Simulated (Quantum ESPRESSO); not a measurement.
Wanted: the native input for a Quantum ESPRESSO 7.5 run.

| Property | Result |
| --- | --- |
| Task | work function |
| Functional | PBE |
| Potentials or basis | PseudoDojo 0.4.1 SR PBE standard |
| Cutoff | 898 eV |
| Density cutoff | 3592 eV |
| k mesh | 9 × 9 × 1 |
| Occupations | fermi-dirac, width 0.2 eV |
| Spin | no spin polarisation |
| Boundary across the vacuum | none |
| Mixing mode | local-TF |
| Mixing beta | 0.3 |
| Most SCF iterations | 150 |
| SCF threshold | 5e-09 Ry |

Zr, a slab with vacuum:

```xyz
5
Lattice="3.2320 0.0000 0.0000 -1.6160 2.7990 0.0000 0.0000 0.0000 25.2940" Properties=species:S:1:pos:R:3 pbc="T T T"
Zr    0.0000    1.8660    7.5000
Zr    1.6160    0.9330   10.0735
Zr    0.0000    1.8660   12.6470
Zr    1.6160    0.9330   15.2205
Zr    0.0000    1.8660   17.7940
```

These files were run (other wordings do the same):

pw.in

```
&CONTROL
  calculation = 'scf'
  prefix = 'pwscf'
  outdir = './tmp'
  pseudo_dir = './pseudo'
  tprnfor = .true.
  disk_io = 'low'
/
&SYSTEM
  ibrav = 0
  celldm(1) = 8
  nat = 5
  ntyp = 1
  ecutwfc = 66
  nbnd = 40
  occupations = 'smearing'
  smearing = 'fd'
  degauss = 0.01469973
/
&ELECTRONS
  conv_thr = 5d-09
  electron_maxstep = 150
  mixing_beta = 0.3
  mixing_mode = 'local-TF'
/
ATOMIC_SPECIES
Zr    91.2240 Zr.upf
CELL_PARAMETERS alat
  0.7634489344666   0.0000000000000   0.0000000000000
 -0.3817244672538   0.6611661717384   0.0000000000000
  0.0000000000000   0.0000000000000   5.9748415745355
ATOMIC_POSITIONS crystal
Zr     0.3333333333    0.6666666666    0.2965130070
Zr     0.6666666667    0.3333333334    0.3982565035
Zr     0.3333333333    0.6666666666    0.5000000000
Zr     0.6666666667    0.3333333334    0.6017434965
Zr     0.3333333333    0.6666666666    0.7034869930
K_POINTS automatic
9 9 1 0 0 0
```

pp_density.in

```
&INPUTPP
  prefix = 'pwscf'
  outdir = './tmp'
  filplot = 'density.dat'
  plot_num = 0
/
&PLOT
  nfile = 1
  filepp(1) = 'density.dat'
  iflag = 3
  output_format = 6
  fileout = 'density.cube'
/
```

pp_potential.in

```
&INPUTPP
  prefix = 'pwscf'
  outdir = './tmp'
  filplot = 'potential.dat'
  plot_num = 11
/
&PLOT
  nfile = 1
  filepp(1) = 'potential.dat'
  iflag = 3
  output_format = 6
  fileout = 'potential.cube'
/
```

pp_elf.in

```
&INPUTPP
  prefix = 'pwscf'
  outdir = './tmp'
  filplot = 'elf.dat'
  plot_num = 8
/
&PLOT
  nfile = 1
  filepp(1) = 'elf.dat'
  iflag = 3
  output_format = 6
  fileout = 'elf.cube'
/
```

Potentials or basis: PseudoDojo 0.4.1 SR PBE standard.

Launch:

```console
$ OMP_NUM_THREADS=1 mpirun -n 2 pw.x -nk 2 -in pw.in > pw.out
$ OMP_NUM_THREADS=1 mpirun -n 1 pp.x -in pp_density.in > pp_density.out
$ OMP_NUM_THREADS=1 mpirun -n 1 pp.x -in pp_potential.in > pp_potential.out
$ OMP_NUM_THREADS=1 mpirun -n 1 pp.x -in pp_elf.in > pp_elf.out
```

Results of the run:

```json
{
  "Largest force": "0.486 eV/Å",
  "Band gap on the k mesh": "none (metal or under the smearing width)",
  "Work function of the upper face": "4.18 eV",
  "Work function of the lower face": "4.18 eV"
}
```

Wall time 120 s on 2 MPI ranks on Arm Neoverse V2 (shared host), peak memory 0.5 GiB a rank.
